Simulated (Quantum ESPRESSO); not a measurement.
Something may be wrong with this Quantum ESPRESSO 7.5 calculation of SiSeH4.

The input pw.in:

```
&CONTROL
  calculation = 'scf'
  prefix = 'pwscf'
  outdir = './tmp'
  pseudo_dir = './pseudo'
  tprnfor = .true.
  disk_io = 'low'
/
&SYSTEM
  ibrav = 0
  nat = 6
  ntyp = 3
  ecutwfc = 45
  ecutrho = 360
  nbnd = 13
  occupations = 'fixed'
/
&ELECTRONS
  conv_thr = 1.2d-09
  electron_maxstep = 75
  mixing_beta = 0.5
/
ATOMIC_SPECIES
Si    28.0850 si_lda_v1.uspp.F.UPF
Se    78.9710 se_lda_v1.uspp.F.UPF
H      1.0080 h_lda_v1.4.uspp.F.UPF
CELL_PARAMETERS angstrom
  12.0000000000    0.0000000000    0.0000000000
   0.0000000000   12.0000000000    0.0000000000
   0.0000000000    0.0000000000   13.0000000000
ATOMIC_POSITIONS angstrom
Si     0.5101416700    0.5009291700    0.4617384600
Se     0.6054250000    0.4994625000    0.6133923100
H      0.3967416700    0.5483208300    0.4745000000
H      0.5024583300    0.3821708300    0.4310615400
H      0.5705250000    0.5652875000    0.3817615400
H      0.6014166700    0.6213291700    0.6234692300
K_POINTS gamma
```

Potentials or basis: GBRV 1.5 LDA.

The run is started by

```sh
$ OMP_NUM_THREADS=1 pw.x -in pw.in > pw.out
```

pw.out:

```text
This program is part of the open-source Quantum ESPRESSO suite
     for quantum simulation of materials; please cite
         "P. Giannozzi et al., J. Phys.:Condens. Matter 21 395502 (2009);
         "P. Giannozzi et al., J. Phys.:Condens. Matter 29 465901 (2017);
         "P. Giannozzi et al., J. Chem. Phys. 152 154105 (2020);
     in publications or presentations arising from this work. More details at

     gamma-point specific algorithms are used

     G-vector sticks info
[... 101 lines left out ...]
     Starting wfcs are   12 randomized atomic wfcs +    1 random wfcs

     Self-consistent Calculation

     iteration #  1     ecut=    45.00 Ry     beta= 0.50
     Davidson diagonalization with overlap

 %%%%%%%%%%%%%%%%%%%%%%%%%%%%%%%%%%%%%%%%%%%%%%%%%%%%%%%%%%%%%%%%%%%%%%%%%%%%%%
     Error in routine rdiaghg (52):
     S matrix not positive definite
 %%%%%%%%%%%%%%%%%%%%%%%%%%%%%%%%%%%%%%%%%%%%%%%%%%%%%%%%%%%%%%%%%%%%%%%%%%%%%%

     stopping ...
```

What happened, and what is wrong with the input?

The program failed during the run. The input holds a flaw that was put in on purpose: fractional positions marked angstrom.
